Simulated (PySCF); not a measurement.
# [Yb(NH3)8]3+: forces at shaken geometries

How stiff is [Yb(NH3)8]3+? Its atoms are displaced at random by several amounts. The species was built from a template and needn't be a known compound.

Program: PySCF 2.14.0. Level of theory: B3LYP, Yb lcecp-1-SVP with ECP59, N def2-SVP, H def2-SVP; scalar-relativistic core potentials, no spin–orbit coupling. These are calculated values, not measurements.

3 further runs of the same task are left out: 1 for a known fault of the program, 2 that didn't finish. Runs told in other sessions of the task aren't counted.

## (1) Where the work starts

33 atoms, charge 3, spin multiplicity 1.

Bond lengths: Yb1–N2 2.576 Å, Yb1–N6 2.576 Å, Yb1–N10 2.576 Å, Yb1–N14 2.576 Å, Yb1–N18 2.577 Å, Yb1–N22 2.577 Å, Yb1–N26 2.577 Å, Yb1–N30 2.577 Å, N2–H3 1.028 Å, N2–H4 1.028 Å, N2–H5 1.028 Å, N6–H7 1.028 Å, N6–H8 1.028 Å, N6–H9 1.028 Å, N10–H11 1.028 Å, N10–H12 1.028 Å, N10–H13 1.028 Å, N14–H15 1.028 Å and more. Angles: N2–Yb1–N6 72.2°, N2–Yb1–N10 112.9°, N2–Yb1–N14 72.2°, N2–Yb1–N18 79.2°, N2–Yb1–N22 142.5°, N2–Yb1–N26 143.1°, N2–Yb1–N30 79.5°, N6–Yb1–N10 72.2°, N6–Yb1–N14 112.9°, N6–Yb1–N18 79.5°, N6–Yb1–N22 79.2°, N6–Yb1–N26 142.5°, N6–Yb1–N30 143.1°, N10–Yb1–N14 72.2°, N10–Yb1–N18 143.1°, N10–Yb1–N22 79.5°, N10–Yb1–N26 79.2°, N10–Yb1–N30 142.5° and more.

As a file:

```xyz
33
H24N8Yb
Yb    0.0000    0.0000    0.0007
N     2.1455    0.0672    1.4251
H     1.9869    0.0261    2.4404
H     2.8069   -0.7023    1.2629
H     2.7283    0.9063    1.3157
N    -0.0672    2.1455    1.4251
H    -0.0261    1.9869    2.4404
H     0.7023    2.8069    1.2629
H    -0.9063    2.7283    1.3157
N    -2.1455   -0.0672    1.4251
H    -1.9869   -0.0261    2.4404
H    -2.8069    0.7023    1.2629
H    -2.7283   -0.9063    1.3157
N     0.0672   -2.1455    1.4251
H     0.0261   -1.9869    2.4404
H    -0.7023   -2.8069    1.2629
H     0.9063   -2.7283    1.3157
N     1.4802    1.5542   -1.4250
H     2.4915    1.4730   -1.2619
H     1.3969    1.4117   -2.4400
H     1.3041    2.5608   -1.3174
N    -1.5542    1.4802   -1.4250
H    -1.4730    2.4915   -1.2619
H    -1.4117    1.3969   -2.4400
H    -2.5608    1.3041   -1.3174
N    -1.4802   -1.5542   -1.4250
H    -2.4915   -1.4730   -1.2619
H    -1.3969   -1.4117   -2.4400
H    -1.3041   -2.5608   -1.3174
N     1.5542   -1.4802   -1.4250
H     1.4730   -2.4915   -1.2619
H     1.4117   -1.3969   -2.4400
H     2.5608   -1.3041   -1.3174
```

Formal oxidation states: Yb +3. Each metal's 13 4f electrons lie in its core potential, so multiplicities, spins and levels count the valence alone. An earlier session relaxed this geometry at B3LYP, Yb lcecp-1-SVP with ECP59, N def2-SVP, H def2-SVP (singlet, point group S8).

Its energy there is -490.922096 Eh.

## (2) Atoms moved at random, σ = 0.1 Å

Contents of run.py (the lines that set the calculation):

```python
mol = gto.M(atom='''
Yb    -0.12134    -0.00002     0.00432
N      2.20370     0.09165     1.42882
H      2.09764     0.02386     2.55533
H      2.83955    -0.76879     1.19380
H      2.71980     1.08915     1.44335
N     -0.04558     1.93866     1.41802
H      0.15512     2.00748     2.39438
H      0.85859     2.64046     1.21019
H     -0.81580     2.61442     1.30827
N     -2.00895    -0.05152     1.32469
H     -2.15664     0.06752     2.34873
H     -3.04154     0.84844     1.43387
H     -2.78528    -0.91620     1.41087
N      0.09984    -2.08237     1.48443
H      0.02534    -1.91982     2.37557
H     -0.89029    -2.79345     1.21809
H      0.74366    -2.79178     1.30635
N      1.46047     1.59202    -1.33705
H      2.66750     1.58307    -1.29679
H      1.31819     1.52934    -2.42417
H      1.29272     2.60157    -1.35824
N     -1.55672     1.57118    -1.53824
H     -1.37020     2.39131    -1.20592
H     -1.37185     1.54549    -2.34272
H     -2.65572     1.37830    -1.39770
N     -1.51434    -1.48388    -1.45136
H     -2.42624    -1.51011    -1.27609
H     -1.45456    -1.62036    -2.50615
H     -1.20126    -2.65959    -1.18266
N      1.49408    -1.69008    -1.34361
H      1.29521    -2.56364    -1.30760
H      1.51943    -1.31803    -2.53675
H      2.62549    -1.34426    -1.35402''',
    basis={'Yb': 'lcecp-1-SVP', 'N': 'def2-SVP', 'H': 'def2-SVP'},
    ecp={'Yb': 'lcecp-1-SVP'},
    charge=3, spin=0)
mf = dft.RKS(mol, xc='B3LYP')
mf.grids.atom_grid = (50, 194)  # f atoms: unpruned, at least (60, 302)
mf = mf.density_fit()  # fitting sets: Yb AutoAux, N def2-universal-JKFIT, H def2-universal-JKFIT
mf.conv_tol = 1e-08; mf.max_cycle = 55
mf.kernel(dm0)  # dm0: the density of the relaxed state
```

Command:

```sh
$ OMP_NUM_THREADS=8 python run.py
```

Standard output:

```text
init E= -489.410679616867
  HOMO = -0.874810211664789  LUMO = -0.652100658450365  gap/eV = 6.06024
cycle= 1 E= -490.461956617338  delta_E= -1.05  |g|= 0.591  |ddm|= 1.15
  HOMO = -0.626023030347796  LUMO = -0.396809112411928  gap/eV = 6.23723
cycle= 2 E= -490.323393282464  delta_E= 0.139  |g|= 0.981  |ddm|= 1.38
  HOMO = -0.697099001765708  LUMO = -0.43307785746175  gap/eV = 7.18438
cycle= 3 E= -490.548094152179  delta_E= -0.225  |g|= 0.087  |ddm|= 0.836
  HOMO = -0.700224745573727  LUMO = -0.43552772701779  gap/eV = 7.20277
cycle= 4 E= -490.549646103765  delta_E= -0.00155  |g|= 0.0362  |ddm|= 0.0956
  HOMO = -0.698435311664702  LUMO = -0.437358785733798  gap/eV = 7.10425
cycle= 5 E= -490.549918657618  delta_E= -0.000273  |g|= 0.00971  |ddm|= 0.0328
  HOMO = -0.699545995902116  LUMO = -0.437413437215799  gap/eV = 7.13299
cycle= 6 E= -490.549939742799  delta_E= -2.11e-05  |g|= 0.00176  |ddm|= 0.00823
  HOMO = -0.699523519389829  LUMO = -0.437404553460395  gap/eV = 7.13262
cycle= 7 E= -490.549940300565  delta_E= -5.58e-07  |g|= 0.000824  |ddm|= 0.00195
  HOMO = -0.699524906040423  LUMO = -0.437387447928922  gap/eV = 7.13312
cycle= 8 E= -490.54994044989  delta_E= -1.49e-07  |g|= 0.00014  |ddm|= 0.000714
  HOMO = -0.69952583052678  LUMO = -0.437393348803516  gap/eV = 7.13299
cycle= 9 E= -490.549940453957  delta_E= -4.07e-09  |g|= 5.2e-05  |ddm|= 0.00016
  HOMO = -0.699521072189467  LUMO = -0.437393603581743  gap/eV = 7.13285
Extra cycle  E= -490.549940453154  delta_E= 8.03e-10  |g|= 7.98e-05  |ddm|= 0.0001
converged SCF energy = -490.549940453154
```

Run time: 21 s. Hardware: 8 threads of Arm Neoverse V1, shared host.

It gives: E = -490.549940 Eh (+10.127 eV from the relaxed state), HOMO -19.03 eV, LUMO -11.90 eV, Mulliken charge on Yb1 +0.62 e, largest force component 16.321 eV/Å. 

```tsv
atom	Fx	Fy	Fz (eV/Å)
Yb1	2.291	-0.528	-0.951
N2	1.031	0.769	2.988
H3	0.163	-0.246	-3.072
H4	-0.746	2.454	0.547
H5	-0.603	-3.140	-0.632
N6	3.052	3.683	-1.371
H7	-0.429	-0.738	1.750
H8	-2.757	-2.087	-0.176
H9	-0.047	-0.023	0.065
N10	-8.989	0.581	3.017
H11	1.873	-0.123	0.435
H12	3.480	-2.670	-1.549
H13	2.398	2.047	-1.214
N14	-5.452	-2.262	-8.506
H15	-0.461	0.911	7.221
H16	3.437	2.764	1.388
H17	2.242	-1.469	-0.058
N18	3.666	0.040	-2.902
H19	-4.296	-0.053	-0.046
H20	0.457	-0.603	1.981
H21	0.037	0.481	0.825
N22	-7.611	-7.102	14.636
H23	1.103	6.992	2.564
H24	3.377	-0.609	-16.321
H25	3.141	0.772	-0.670
N26	6.753	-5.058	-1.350
H27	-5.709	-0.096	1.009
H28	-0.026	0.650	1.225
H29	-1.276	4.302	-0.861
N30	5.167	13.105	-4.982
H31	-0.711	-8.375	-0.099
H32	-0.952	-2.010	4.138
H33	-3.601	-2.361	0.971
```

## (3) Atoms moved at random, σ = 0.06 Å

Contents of run.py (the lines that set the calculation):

```python
mol = gto.M(atom='''
Yb    -0.10443     0.04907    -0.08873
N      2.12356     0.06932     1.40909
H      1.90053     0.05356     2.42217
H      2.79730    -0.72212     1.26198
H      2.71290     0.83677     1.36307
N     -0.11210     2.05289     1.36065
H     -0.05119     2.02030     2.41908
H      0.63383     2.76942     1.14990
H     -0.79859     2.70705     1.35977
N     -2.18668    -0.08488     1.47069
H     -1.90883     0.01572     2.38989
H     -2.83404     0.76482     1.19666
H     -2.75383    -0.89914     1.17335
N      0.13829    -2.15230     1.45966
H      0.08364    -1.95914     2.44997
H     -0.73916    -2.81328     1.22298
H      0.92927    -2.81568     1.33137
N      1.53246     1.56649    -1.50656
H      2.40861     1.40130    -1.26028
H      1.40540     1.46414    -2.49854
H      1.43522     2.52489    -1.25209
N     -1.56830     1.44910    -1.25190
H     -1.47012     2.53599    -1.25124
H     -1.42440     1.50615    -2.43383
H     -2.44365     1.33526    -1.28425
N     -1.56037    -1.48490    -1.31073
H     -2.53262    -1.50555    -1.27374
H     -1.28114    -1.43656    -2.46501
H     -1.43099    -2.62301    -1.34444
N      1.54540    -1.51742    -1.33493
H      1.57028    -2.46147    -1.20531
H      1.42379    -1.33689    -2.42882
H      2.55994    -1.30993    -1.24988''',
    basis={'Yb': 'lcecp-1-SVP', 'N': 'def2-SVP', 'H': 'def2-SVP'},
    ecp={'Yb': 'lcecp-1-SVP'},
    charge=3, spin=0)
mf = dft.RKS(mol, xc='B3LYP')
mf.grids.atom_grid = (50, 194)  # f atoms: unpruned, at least (60, 302)
mf = mf.density_fit()  # fitting sets: Yb AutoAux, N def2-universal-JKFIT, H def2-universal-JKFIT
mf.conv_tol = 1e-08; mf.max_cycle = 55
mf.kernel(dm0)  # dm0: the density of the relaxed state
```

Command:

```sh
$ OMP_NUM_THREADS=8 python run.py
```

Standard output:

```text
init E= -490.508806103379
  HOMO = -0.762682638537964  LUMO = -0.482609507565243  gap/eV = 7.62118
cycle= 1 E= -490.75618664814  delta_E= -0.247  |g|= 0.251  |ddm|= 0.764
  HOMO = -0.68043617095551  LUMO = -0.402380602606824  gap/eV = 7.56628
cycle= 2 E= -490.747657568268  delta_E= 0.00853  |g|= 0.333  |ddm|= 0.547
  HOMO = -0.703574449969665  LUMO = -0.412357075562666  gap/eV = 7.92443
cycle= 3 E= -490.771713758779  delta_E= -0.0241  |g|= 0.0456  |ddm|= 0.29
  HOMO = -0.703558111314928  LUMO = -0.413889168312365  gap/eV = 7.88229
cycle= 4 E= -490.772189010676  delta_E= -0.000475  |g|= 0.00748  |ddm|= 0.0456
  HOMO = -0.703343726922374  LUMO = -0.413951039913135  gap/eV = 7.87478
cycle= 5 E= -490.772199067419  delta_E= -1.01e-05  |g|= 0.00362  |ddm|= 0.00861
  HOMO = -0.703754257145806  LUMO = -0.413982134608038  gap/eV = 7.88510
cycle= 6 E= -490.772201790513  delta_E= -2.72e-06  |g|= 0.000829  |ddm|= 0.00332
  HOMO = -0.703713138181586  LUMO = -0.414004416863921  gap/eV = 7.88338
cycle= 7 E= -490.772201948875  delta_E= -1.58e-07  |g|= 0.000106  |ddm|= 0.000931
  HOMO = -0.703709818223272  LUMO = -0.413999710254989  gap/eV = 7.88341
cycle= 8 E= -490.772201951184  delta_E= -2.31e-09  |g|= 5.71e-05  |ddm|= 0.000167
  HOMO = -0.703702797880612  LUMO = -0.413999956185441  gap/eV = 7.88322
Extra cycle  E= -490.772201950454  delta_E= 7.3e-10  |g|= 8.17e-05  |ddm|= 0.000113
converged SCF energy = -490.772201950454
```

It took 21 s on 8 threads of Arm Neoverse V1, shared host.

Read off: E = -490.772202 Eh (+4.079 eV from the relaxed state), HOMO -19.15 eV, LUMO -11.27 eV, Mulliken charge on Yb1 +0.53 e, largest force component 9.903 eV/Å. 

```tsv
atom	Fx	Fy	Fz (eV/Å)
Yb1	1.574	-1.246	1.512
N2	-1.205	-2.553	0.334
H3	0.103	-0.316	-0.397
H4	-0.768	0.526	0.294
H5	1.750	2.500	-0.329
N6	3.677	-0.491	1.609
H7	0.456	-0.570	-0.988
H8	0.051	-1.082	0.211
H9	-4.112	2.536	-0.637
N10	-1.851	2.008	-5.413
H11	0.039	-0.309	2.999
H12	1.475	-1.942	1.115
H13	0.315	0.208	1.274
N14	-2.181	-1.880	-2.024
H15	-0.087	-0.192	0.700
H16	2.324	1.743	0.999
H17	-0.336	0.505	0.239
N18	-5.687	-0.219	0.006
H19	5.670	-1.468	1.036
H20	0.292	0.236	-0.828
H21	-0.444	1.428	-0.186
N22	9.621	4.823	-5.459
H23	-0.246	-1.874	0.917
H24	-0.173	-0.892	3.526
H25	-9.903	-1.372	0.221
N26	4.083	-4.184	-4.615
H27	-2.885	0.558	-0.255
H28	-1.433	0.351	3.639
H29	0.032	3.036	0.776
N30	0.461	4.789	-3.303
H31	-0.458	-4.004	0.251
H32	0.262	-0.931	2.621
H33	-0.415	0.278	0.153
```

## (4) Atoms moved at random, σ = 0.03 Å

Contents of run.py (the lines that set the calculation):

```python
mol = gto.M(atom='''
Yb     0.01775    -0.03162     0.03176
N      2.17219    -0.00746     1.39732
H      1.99589     0.00032     2.44787
H      2.77900    -0.72123     1.27437
H      2.71784     0.91595     1.28694
N     -0.07184     2.14759     1.37693
H     -0.04505     2.00026     2.49191
H      0.72072     2.83789     1.24048
H     -0.89162     2.76339     1.34517
N     -2.11661    -0.11184     1.37124
H     -1.99803     0.01764     2.39203
H     -2.83827     0.68460     1.25763
H     -2.70239    -0.88599     1.27595
N      0.03803    -2.15134     1.42985
H      0.00587    -1.94108     2.48324
H     -0.71423    -2.78448     1.27905
H      0.91700    -2.77759     1.32017
N      1.49422     1.56068    -1.42846
H      2.51078     1.47436    -1.23156
H      1.42203     1.40430    -2.43488
H      1.31442     2.62723    -1.32738
N     -1.52564     1.48655    -1.40683
H     -1.45281     2.53182    -1.28840
H     -1.39946     1.44587    -2.40503
H     -2.54500     1.33193    -1.30679
N     -1.48720    -1.57247    -1.41528
H     -2.51897    -1.47114    -1.29288
H     -1.40354    -1.39586    -2.44246
H     -1.28419    -2.53571    -1.30950
N      1.49071    -1.52799    -1.43409
H      1.44590    -2.55597    -1.22563
H      1.43835    -1.45700    -2.43340
H      2.51415    -1.30162    -1.31933''',
    basis={'Yb': 'lcecp-1-SVP', 'N': 'def2-SVP', 'H': 'def2-SVP'},
    ecp={'Yb': 'lcecp-1-SVP'},
    charge=3, spin=0)
mf = dft.RKS(mol, xc='B3LYP')
mf.grids.atom_grid = (50, 194)  # f atoms: unpruned, at least (60, 302)
mf = mf.density_fit()  # fitting sets: Yb AutoAux, N def2-universal-JKFIT, H def2-universal-JKFIT
mf.conv_tol = 1e-08; mf.max_cycle = 55
mf.kernel(dm0)  # dm0: the density of the relaxed state
```

Command:

```sh
$ OMP_NUM_THREADS=8 python run.py
```

Standard output:

```text
init E= -490.68259006333
  HOMO = -0.75237917204117  LUMO = -0.442513706853869  gap/eV = 8.43187
cycle= 1 E= -490.881386184606  delta_E= -0.199  |g|= 0.12  |ddm|= 0.334
  HOMO = -0.713886697399468  LUMO = -0.403007148631435  gap/eV = 8.45946
cycle= 2 E= -490.880207551443  delta_E= 0.00118  |g|= 0.149  |ddm|= 0.26
  HOMO = -0.722527125792271  LUMO = -0.406933455313592  gap/eV = 8.58774
cycle= 3 E= -490.884976761453  delta_E= -0.00477  |g|= 0.0217  |ddm|= 0.13
  HOMO = -0.722228837789414  LUMO = -0.407420220918492  gap/eV = 8.56638
cycle= 4 E= -490.88508022791  delta_E= -0.000103  |g|= 0.00298  |ddm|= 0.0205
  HOMO = -0.722246302741136  LUMO = -0.407452242233844  gap/eV = 8.56598
cycle= 5 E= -490.88508194991  delta_E= -1.72e-06  |g|= 0.00119  |ddm|= 0.00324
  HOMO = -0.72235400951033  LUMO = -0.407498360403242  gap/eV = 8.56766
cycle= 6 E= -490.885082225134  delta_E= -2.75e-07  |g|= 0.000404  |ddm|= 0.00118
  HOMO = -0.722337738691051  LUMO = -0.407502121278955  gap/eV = 8.56711
cycle= 7 E= -490.885082261035  delta_E= -3.59e-08  |g|= 3.89e-05  |ddm|= 0.000393
  HOMO = -0.72233516725483  LUMO = -0.407499170477244  gap/eV = 8.56712
cycle= 8 E= -490.885082261412  delta_E= -3.77e-10  |g|= 1.22e-05  |ddm|= 5.93e-05
  HOMO = -0.722336250000028  LUMO = -0.407500192120588  gap/eV = 8.56713
Extra cycle  E= -490.885082261396  delta_E= 1.64e-11  |g|= 1.56e-05  |ddm|= 2.79e-05
converged SCF energy = -490.885082261396
```

It took 20 s on 8 threads of Arm Neoverse V1, shared host.

Result: E = -490.885082 Eh (+1.007 eV from the relaxed state), HOMO -19.66 eV, LUMO -11.09 eV, Mulliken charge on Yb1 +0.58 e, largest force component 5.197 eV/Å. 

```tsv
atom	Fx	Fy	Fz (eV/Å)
Yb1	-0.246	0.226	-0.579
N2	-2.621	5.197	1.989
H3	0.217	-0.128	-1.314
H4	3.086	-3.188	-0.654
H5	-0.644	-1.791	0.057
N6	0.945	0.435	3.150
H7	0.169	0.291	-2.808
H8	-0.836	-0.806	0.161
H9	-0.193	0.018	-0.367
N10	-0.205	3.976	0.724
H11	0.190	-0.548	-0.147
H12	1.251	-1.152	-0.325
H13	-1.349	-2.249	-0.097
N14	2.761	0.253	1.504
H15	0.068	-0.529	-1.631
H16	-1.156	-0.966	-0.125
H17	-1.633	1.136	0.344
N18	0.091	1.777	0.781
H19	-0.444	0.117	-0.212
H20	0.032	0.009	-0.287
H21	0.358	-2.037	-0.235
N22	-0.452	1.271	0.768
H23	-0.032	-0.970	0.253
H24	0.166	-0.400	-1.025
H25	0.320	0.000	0.012
N26	-0.932	2.222	-0.861
H27	0.668	-0.295	0.128
H28	0.147	-0.215	0.662
H29	0.129	-1.683	0.106
N30	1.478	-0.372	1.360
H31	0.061	0.865	-0.351
H32	-0.499	-0.116	-1.172
H33	-0.894	-0.347	0.190
```

## (5) Results

| σ (Å) | energy rise (eV) | harmonic estimate −½ F·u (eV) | largest force component (eV/Å) |
| --- | --- | --- | --- |
| 0.1 | 10.127 | 9.584 | 16.32 |
| 0.06 | 4.079 | 3.986 | 9.90 |
| 0.03 | 1.007 | 1.000 | 5.20 |

Every displacement raises the energy. For a harmonic well the rise equals −½ F·u; the two differ by at most 5 % here (a move with σ = 0.1 Å), from anharmonicity, the grid and the small forces left at the relaxed point. The largest moves cost over 1 eV, far outside the harmonic range, so agreement there can come from errors that cancel between squeezed and stretched bonds. The bases are small and lack diffuse functions. Spin–orbit coupling is left out. The core potential fixes the 4f count, so no charge can pass from the ligands into that shell.
